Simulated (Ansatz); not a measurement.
**C₂H₆F₂Sn: a ladder of functionals and wavefunction methods**

Aim: compute C₂H₆F₂Sn with functionals from several rungs and with coupled cluster. The yardstick is the atomisation energy at the CCSD(T) limit.

Method: functionals in def2-TZVPP, the program's frozen cores in correlated methods; program: Ansatz 0.2.0, Gaussian basis.

Plan: LDA (SPW92), PBE-D4, revPBE-D4, BLYP-D4, r2SCAN-D4, B97M-V, PBE0-D4, B3LYP-D4, r2SCANh-D4, r2SCAN0-D4, HSE06-D4, BHLYP-D4, CAM-B3LYP-D4, LC-ωPBE, ωB97X-V, ωB97M-V, B2PLYP, PBE-QIDH; CCSD(T)/def2-SVP; CCSD(T)/def2-TZVPP; MP2/def2-QZVPP; extrapolation to the limit; RPA on PBE.

### 1 The relaxed structure

The geometry comes from an earlier relaxation with PBE0-D4 in a triple-zeta def2 set; it is a stationary point, not always the lowest conformer. Sn takes the def2 core potential; no spin-orbit term is included.

SMILES `C[CH2][SnH]([F])[F]`, 11 atoms, charge 0, spin multiplicity 1.

Atoms are counted from 1 here; the program's logs count them from 0.

Bond lengths: C1–C2 1.523 Å, C1–H6 1.092 Å, C1–H7 1.093 Å, C1–H8 1.092 Å, C2–Sn3 2.125 Å, C2–H9 1.092 Å, C2–H10 1.092 Å, Sn3–F4 1.919 Å, Sn3–F5 1.919 Å, Sn3–H11 1.699 Å. Angles: C2–C1–H6 111.6°, C2–C1–H7 110.4°, C2–C1–H8 111.6°, H6–C1–H7 107.7°, H6–C1–H8 107.7°, H7–C1–H8 107.7°, C1–C2–Sn3 111.2°, C1–C2–H9 111.9°, C1–C2–H10 111.9°, Sn3–C2–H9 107.1°, Sn3–C2–H10 107.1°, H9–C2–H10 107.4°, C2–Sn3–F4 105.9°, C2–Sn3–F5 106.0°, C2–Sn3–H11 127.7°, F4–Sn3–F5 102.6°, F4–Sn3–H11 106.0°, F5–Sn3–H11 106.0°.

### 2 LDA

This LDA is Slater exchange with PW92 correlation.

The input, in.yaml:

```yaml
crystal:
  periodic: [false, false, false]
  atoms:
    - {symbol: C, position_ang: [-1.418605, 0.346049, 0.127903]}
    - {symbol: C, position_ang: [-0.418330, -0.772153, -0.133204]}
    - {symbol: Sn, position_ang: [1.578511, -0.047848, -0.068844]}
    - {symbol: F, position_ang: [1.649064, 1.414054, -1.310276]}
    - {symbol: F, position_ang: [1.765889, 0.832443, 1.626214]}
    - {symbol: H, position_ang: [-1.336475, 1.139689, -0.617039]}
    - {symbol: H, position_ang: [-2.440447, -0.040680, 0.091529]}
    - {symbol: H, position_ang: [-1.268367, 0.797239, 1.110452]}
    - {symbol: H, position_ang: [-0.494983, -1.569115, 0.610083]}
    - {symbol: H, position_ang: [-0.563296, -1.227165, -1.115774]}
    - {symbol: H, position_ang: [3.012541, -0.929511, -0.300444]}
basis:
  gaussian: {orbitals: def2-TZVPP}
hamiltonian: {xc: lda}
output: {orbitals: {seedname: orbitals}}
```

Launch:

```sh
$ ansatz run in.yaml --threads 2 --pin off --events-out ev --progress --plain --max-ram 32768MiB --backend cpu
```

After this run come: PBE-D4 (GGA); revPBE-D4 (GGA); BLYP-D4 (GGA); r2SCAN-D4 (meta-GGA); B97M-V (meta-GGA); PBE0-D4 (hybrid); B3LYP-D4 (hybrid); r2SCANh-D4 (hybrid); r2SCAN0-D4 (hybrid); HSE06-D4 (hybrid); BHLYP-D4 (hybrid); CAM-B3LYP-D4 (range-separated); LC-ωPBE (range-separated); ωB97X-V (range-separated); ωB97M-V (range-separated); B2PLYP (double hybrid); PBE-QIDH (double hybrid); CCSD(T) in def2-SVP; CCSD(T) in def2-TZVPP; MP2 in def2-QZVPP; RPA on PBE orbitals.

**Question.** What will the summary of the whole plan be? Wanted: atomisation energy, CCSD(T)/CBS; farthest beyond LDA; mean size of error, GGA; mean size of error, meta-GGA; mean size of error, hybrid; mean size of error, range-separated; mean size of error, double hybrid; gap, smallest and largest; T1 diagnostic.

The runs gave:

| quantity | value |
| --- | --- |
| atomisation energy, CCSD(T)/CBS | 944.7 kcal/mol |
| functionals within 9.4 kcal/mol (1.0 %) | PBE-D4, r2SCAN-D4, B97M-V, CAM-B3LYP-D4, LC-ωPBE, ωB97X-V, ωB97M-V |
| farthest beyond LDA | BHLYP-D4 (-38.5 kcal/mol) |
| mean size of error, GGA | 11.4 kcal/mol |
| mean size of error, meta-GGA | 3.2 kcal/mol |
| mean size of error, hybrid | 17.8 kcal/mol |
| mean size of error, range-separated | 5.1 kcal/mol |
| mean size of error, double hybrid | 17.0 kcal/mol |
| gap, smallest and largest | 5.63 eV (LDA (SPW92)), 12.98 eV (LC-ωPBE) |
| T1 diagnostic | 0.0131 |
| triples share of the correlation energy | 3.1 % |

In words: LDA overbinds by 126.9 kcal/mol (13 %). PBE-D4 is off by +7.8 kcal/mol. Double hybrids carry the basis error of their MP2 part in triple zeta, and no dispersion term here, so their miss is partly the set-up's. The rungs meta-GGA, range-separated miss on average by less than the doubt on the reference (9.4 kcal/mol), so they tie. The reference freezes the cores and leaves out spin-orbit coupling and excitations past (T), and its outer-core shells are covered unevenly, so misses under about 9.4 kcal/mol can't be ranked. All levels share the lack of spin-orbit coupling, which lowers the free heavy atoms and so the true binding. Hartree-Fock recovers 73 % of the binding; the rest is correlation. CCSD(T) in def2-SVP is off by -60.1 kcal/mol, worse than the median functional, from the basis alone. The gap grows from 5.6 to 13.0 eV across the functionals, mostly with the share of exact exchange. Correlated methods include outer-core shells of Sn, which these sets cover unevenly.
